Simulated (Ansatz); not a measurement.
Born–Oppenheimer molecular dynamics of a periodic cell of 15 atoms, TlMo$_{6}$S$_{8}$ (host TlMo6S8, host structure R-3). It starts from an unrelaxed structure (largest force component 0.59 eV/Å).

Computed with DFT r2SCAN, scalar-relativistic, plane waves, PAW (Ansatz). Settings: cutoff 500 eV, k mesh 1x1x1, fermi-dirac smearing 0.05 eV, no spin polarisation.

- ensemble: NVT, Nosé–Hoover chain
- time step: 2 fs
- steps asked: 30
- set temperature: 1200 K
- thermostat: time constant 200 fs, chain length 5
- seed: 555586

First frame:

```xyz
15
Lattice="4.7156 2.7226 3.9531 -4.7156 2.7226 3.9531 0.0000 -5.4451 3.9531" Properties=species:S:1:pos:R:3
Tl 0.000 0.000 0.000
Mo 0.710 -1.409 7.094
Mo 0.865 1.319 7.094
Mo -1.575 0.090 7.094
Mo -0.710 1.409 4.765
Mo -0.865 -1.319 4.765
Mo 1.575 -0.090 4.765
S 0.000 0.000 8.929
S 0.000 0.000 2.930
S -1.268 2.581 6.918
S -1.601 -2.389 6.918
S 2.869 -0.192 6.918
S 1.268 -2.581 4.941
S 1.601 2.389 4.941
S -2.869 0.192 4.941
```

(1) What does the run give?

(2) What happens to the structure?

(3) How do temperature and energy run in time?

Results:

(1) The run went to its last step.

| Item | Value |
| --- | --- |
| steps done | 30 |
| time covered | 60 fs |
| mean temperature over the second half | 770 K |
| spread of the potential energy over the second half | 4.7 meV per atom |
| mean potential energy of the second half above the start | 52.8 meV per atom |

The conserved energy stayed within 0.18 meV per atom of its start (net change 0.11 meV per atom), so the integration is sound. The mean temperature of the second half is 36 % below the set value. A run of 0.06 ps of so small a system gives no equilibrium averages. Limits of this set-up: coarse k mesh, odd electron count without spin.

(2) Mean squared displacements from the first frame to the last, about the centre of mass: Tl 0.03 Å², Mo 0.05 Å², S 0.11 Å². The details hang on the random start.

(3) 
```json
{"time (fs)": "0.0", "T (K)": "1200", "potential energy less start (eV)": "0.000", "conserved less start (meV/atom)": "0.00"}
{"time (fs)": "2.0", "T (K)": "1210", "potential energy less start (eV)": "-0.019", "conserved less start (meV/atom)": "-0.01"}
{"time (fs)": "4.0", "T (K)": "1206", "potential energy less start (eV)": "-0.011", "conserved less start (meV/atom)": "-0.02"}
{"time (fs)": "6.0", "T (K)": "1186", "potential energy less start (eV)": "0.025", "conserved less start (meV/atom)": "-0.02"}
{"time (fs)": "8.0", "T (K)": "1152", "potential energy less start (eV)": "0.087", "conserved less start (meV/atom)": "-0.01"}
{"time (fs)": "10.0", "T (K)": "1105", "potential energy less start (eV)": "0.172", "conserved less start (meV/atom)": "0.01"}
{"time (fs)": "12.0", "T (K)": "1049", "potential energy less start (eV)": "0.274", "conserved less start (meV/atom)": "0.04"}
{"time (fs)": "14.0", "T (K)": "986", "potential energy less start (eV)": "0.388", "conserved less start (meV/atom)": "0.07"}
{"time (fs)": "16.0", "T (K)": "922", "potential energy less start (eV)": "0.504", "conserved less start (meV/atom)": "0.11"}
{"time (fs)": "18.0", "T (K)": "862", "potential energy less start (eV)": "0.615", "conserved less start (meV/atom)": "0.14"}
{"time (fs)": "20.0", "T (K)": "808", "potential energy less start (eV)": "0.712", "conserved less start (meV/atom)": "0.16"}
{"time (fs)": "22.0", "T (K)": "765", "potential energy less start (eV)": "0.790", "conserved less start (meV/atom)": "0.18"}
{"time (fs)": "24.0", "T (K)": "735", "potential energy less start (eV)": "0.846", "conserved less start (meV/atom)": "0.18"}
{"time (fs)": "26.0", "T (K)": "718", "potential energy less start (eV)": "0.877", "conserved less start (meV/atom)": "0.17"}
{"time (fs)": "28.0", "T (K)": "714", "potential energy less start (eV)": "0.886", "conserved less start (meV/atom)": "0.16"}
{"time (fs)": "30.0", "T (K)": "719", "potential energy less start (eV)": "0.876", "conserved less start (meV/atom)": "0.14"}
{"time (fs)": "32.0", "T (K)": "732", "potential energy less start (eV)": "0.852", "conserved less start (meV/atom)": "0.11"}
{"time (fs)": "34.0", "T (K)": "750", "potential energy less start (eV)": "0.821", "conserved less start (meV/atom)": "0.09"}
{"time (fs)": "36.0", "T (K)": "770", "potential energy less start (eV)": "0.786", "conserved less start (meV/atom)": "0.07"}
{"time (fs)": "38.0", "T (K)": "788", "potential energy less start (eV)": "0.754", "conserved less start (meV/atom)": "0.06"}
{"time (fs)": "40.0", "T (K)": "803", "potential energy less start (eV)": "0.728", "conserved less start (meV/atom)": "0.04"}
{"time (fs)": "42.0", "T (K)": "814", "potential energy less start (eV)": "0.710", "conserved less start (meV/atom)": "0.04"}
{"time (fs)": "44.0", "T (K)": "819", "potential energy less start (eV)": "0.703", "conserved less start (meV/atom)": "0.03"}
{"time (fs)": "46.0", "T (K)": "817", "potential energy less start (eV)": "0.707", "conserved less start (meV/atom)": "0.03"}
{"time (fs)": "48.0", "T (K)": "810", "potential energy less start (eV)": "0.722", "conserved less start (meV/atom)": "0.04"}
{"time (fs)": "50.0", "T (K)": "797", "potential energy less start (eV)": "0.747", "conserved less start (meV/atom)": "0.05"}
{"time (fs)": "52.0", "T (K)": "781", "potential energy less start (eV)": "0.779", "conserved less start (meV/atom)": "0.06"}
{"time (fs)": "54.0", "T (K)": "761", "potential energy less start (eV)": "0.816", "conserved less start (meV/atom)": "0.07"}
{"time (fs)": "56.0", "T (K)": "741", "potential energy less start (eV)": "0.855", "conserved less start (meV/atom)": "0.08"}
{"time (fs)": "58.0", "T (K)": "721", "potential energy less start (eV)": "0.893", "conserved less start (meV/atom)": "0.10"}
{"time (fs)": "60.0", "T (K)": "704", "potential energy less start (eV)": "0.927", "conserved less start (meV/atom)": "0.11"}
```

Run time: 13 min on 1 thread of Arm Neoverse V1 (shared host), peak memory 0.93 GiB.
